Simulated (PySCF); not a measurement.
# CH5GaO2Si (SMILES [SiH3][Ga]1[O]C[O]1): levels of theory compared

We compute a comparison of 6 runs (HF/STO-3G, B2PLYP/6-31G*, B3LYP/6-31G*, PBE/def2-SVP, PBE0/aug-cc-pVDZ) of CH5GaO2Si. 

The calculation is run with PySCF 2.14.0.

### Step 1. The structure to begin with

The species is CH5GaO2Si (10 atoms), meant as a singlet with charge 0. As SMILES, `[SiH3][Ga]1[O]C[O]1`. Geometry: a GFN2-xTB relaxation, a rough one for these elements and not checked as a minimum.

Bond lengths: Si1–Ga2 2.412 Å, Ga2–O3 1.826 Å, O3–C4 1.408 Å, Ga2–O5 1.826 Å, C4–O5 1.409 Å, Si1–H6 1.468 Å, Si1–H7 1.468 Å, Si1–H8 1.470 Å, C4–H9 1.098 Å, C4–H10 1.098 Å. Some angles: Si1–Ga2–O3 141.4°, Si1–Ga2–O5 141.6°, O3–Ga2–O5 77.0°, Ga2–O3–C4 87.8°, O3–C4–O5 107.5°, Ga2–O5–C4 87.8°, Ga2–Si1–H6 109.4°, Ga2–Si1–H7 109.3°, Ga2–Si1–H8 109.9°, O3–C4–H9 110.1°.

### Step 2. Energy and gradient at HF/STO-3G (run 1)

job.py

```python
from pyscf import gto

mol = gto.M(
    atom='''
Si    -4.298333    -0.939137    -1.036099
Ga     0.033335     0.019956     0.006935
O      3.234077    -0.238143    -1.258010
C      4.101235     0.891724     0.989952
O      1.974443     1.369919     2.519326
H     -5.979774     0.807140     0.313165
H     -4.671724    -0.647666    -3.769531
H     -4.894674    -3.549038    -0.296422
H      5.413744    -0.381876     1.968131
H      5.087634     2.667159     0.562553
''',
    unit='bohr',
    verbose=3,
    basis='sto-3g',
    max_memory=1860,
)

myscf = mol.RHF()
myscf.conv_tol = 1e-10
myscf.kernel()
if not myscf.converged:
    myscf = myscf.newton().run(myscf.mo_coeff, myscf.mo_occ)

e_tot = myscf.e_tot
print('E = %.10f Eh' % e_tot)
grad = myscf.nuc_grad_method().kernel()
myscf.analyze()
```

Launch:

```bash
OMP_NUM_THREADS=1 python job.py
```

Output:

```text
converged SCF energy = -2374.52549407756
[... 16 lines left out ...]
MO #7   energy= -20.1899311327138  occ= 2
[... 7 lines left out ...]
MO #15  energy= -3.93830018033732  occ= 2
[... 7 lines left out ...]
MO #23  energy= -0.536615667048637 occ= 2
[... 7 lines left out ...]
MO #31  energy= -0.342182415836711 occ= 2
[... 7 lines left out ...]
MO #39  energy= 0.331463390246828  occ= 0
[... 7 lines left out ...]
MO #47  energy= 0.749337791710528  occ= 0
[... 11 lines left out ...]
Dipole moment(X, Y, Z, Debye): -2.37276, -0.51723, -0.57343
```

It took 5.4 s on 1 thread of Intel Xeon at 2.70GHz, shared host; peak memory 0.12 GiB.

### Step 3. A single-point energy at B2PLYP/6-31G(d) (spherical functions) (run 2)

run.py

```python
from pyscf import gto, dft, mp

system = gto.Mole()
system.atom = '''
Si      -2.274580      -0.496970      -0.548280
Ga       0.017640       0.010560       0.003670
O        1.711400      -0.126020      -0.665710
C        2.170280       0.471880       0.523860
O        1.044830       0.724930       1.333170
H       -3.164360       0.427120       0.165720
H       -2.472170      -0.342730      -1.994750
H       -2.590150      -1.878070      -0.156860
H        2.864830      -0.202080       1.041490
H        2.692260       1.411400       0.297690
'''
system.charge = 0
system.basis = '6-31g*'
system.verbose = 3
system.max_memory = 1860
system.build()

calc0 = dft.RKS(system, xc='0.53*HF + 0.47*B88, 0.73*LYP')
calc0.conv_tol = 1e-10
calc0.grids.level = 5
calc0.kernel()
if not calc0.converged:
    calc0 = calc0.newton().run(calc0.mo_coeff, calc0.mo_occ)

pt = mp.MP2(calc0, frozen=17).run()
energy = calc0.e_tot + 0.27 * pt.e_corr
print('PT2 part  %.8f' % (0.27 * pt.e_corr))
print('E(%s) = %.9f' % ('B2PLYP', energy))
calc0.analyze()
```

Launch:

```bash
OMP_NUM_THREADS=1 python run.py
```

Output:

```text
converged SCF energy = -2404.67572107469
[... 16 lines left out ...]
MO #12  energy= -4.12391629562669  occ= 2
[... 17 lines left out ...]
MO #30  energy= -0.462255060485841 occ= 2
[... 17 lines left out ...]
MO #48  energy= 0.26049290124754   occ= 0
[... 17 lines left out ...]
MO #66  energy= 0.876914501971071  occ= 0
[... 17 lines left out ...]
MO #84  energy= 1.94866091422897   occ= 0
[... 17 lines left out ...]
MO #102 energy= 3.3442869611387    occ= 0
[... 11 lines left out ...]
Dipole moment(X, Y, Z, Debye): -3.15628, -0.67395, -0.76646
```

Run time: 41 s. Hardware: 1 thread of Intel Xeon at 2.70GHz, shared host; peak memory 0.55 GiB.

Runs 3 to 5 aren't shown in full; the table further down has their settings and results.

### Step 4. Energy and forces at PBE0/aug-cc-pVDZ (run 6)

start.xyz

```xyz
10
CH5GaO2Si
Si    -2.274580    -0.496970    -0.548280
Ga     0.017640     0.010560     0.003670
O      1.711400    -0.126020    -0.665710
C      2.170280     0.471880     0.523860
O      1.044830     0.724930     1.333170
H     -3.164360     0.427120     0.165720
H     -2.472170    -0.342730    -1.994750
H     -2.590150    -1.878070    -0.156860
H      2.864830    -0.202080     1.041490
H      2.692260     1.411400     0.297690
```

input.py

```python
# [SiH3][Ga]1[O]C[O]1
import pyscf.grad
from pyscf import gto, dft

molecule = gto.Mole()
molecule.atom = 'start.xyz'
molecule.charge = 0
molecule.spin = 0
molecule.verbose = 4
molecule.max_memory = 1860
molecule.basis = 'aug-cc-pvdz'
molecule.build()

mf = dft.RKS(molecule, xc='pbe0')
mf.grids.level = 5
mf.conv_tol = 1e-10
mf.kernel()
if not mf.converged:
    mf = mf.newton().run(mf.mo_coeff, mf.mo_occ)

etot = mf.e_tot
print('E(%s) = %.9f' % ('PBE0', etot))
grad = mf.Gradients().kernel()
dip = mf.dip_moment()
pop, q = mf.mulliken_pop()
```

Launch:

```bash
OMP_NUM_THREADS=1 python input.py
```

Output:

```text
PySCF version 2.14.0

[... 81 lines left out ...]
converged SCF energy = -2405.33766544898
[... 13 lines left out ...]
Dipole moment(X, Y, Z, Debye): -3.04959, -0.64892, -0.74119
[... 188 lines left out ...]
charge of    9H =     -0.26937
```

It took 2.8 min on 1 thread of Intel Xeon at 2.70GHz, shared host; peak memory 2.4 GiB.

### Step 5. All runs side by side

| run | level | task | frozen core orbitals | energy (Eh) | dipole moment (D) | HOMO energy (eV) | LUMO energy (eV) | wall time |
| --- | --- | --- | --- | --- | --- | --- | --- | --- |
| 1 | HF/STO-3G | gradient | – | -2374.525494 | 2.50 | -7.22 | 5.29 | 5.4 s |
| 2 | B2PLYP/6-31G* (spherical functions) | energy | 17 | -2404.944610 | 3.32 | -8.59 | -0.37 | 41 s |
| 3 | B3LYP/6-31G* (spherical functions) | gradient | – | -2405.689420 | 2.90 | -7.03 | -1.54 | 73 s |
| 4 | B3LYP/6-31G* (Cartesian functions) | gradient | – | -2405.698334 | 2.89 | -7.03 | -1.53 | 72 s |
| 5 | PBE/def2-SVP | gradient | – | -2404.787686 | 2.44 | -5.93 | -2.07 | 70 s |
| 6 | PBE0/aug-cc-pVDZ | gradient | – | -2405.337665 | 3.20 | -7.37 | -1.55 | 2.8 min |

### Step 6. Results

| quantity | value |
| --- | --- |
| run 6: total energy | -2405.33767 Eh |
| run 6: dipole moment | 3.20 D |
| run 6: HOMO energy | -7.37 eV |
| run 6: LUMO energy | -1.55 eV |
| run 6: HOMO–LUMO gap | 5.82 eV |
| run 6: largest force on an atom | 0.799 eV/Å |

In words: The dipole moment (its size) runs from 2.44 D (PBE/def2-SVP) to 3.32 D (B2PLYP/6-31G*). The two ends differ in method and basis. A double hybrid's value is that of its SCF part. The HOMO–LUMO gap runs from 3.85 eV (PBE/def2-SVP) to 12.50 eV (HF/STO-3G). Totals of different functionals can't be ranked against each other. In run 1 the basis is minimal, so the values are rough. All runs together took 7.1 min, the longest 2.8 min.
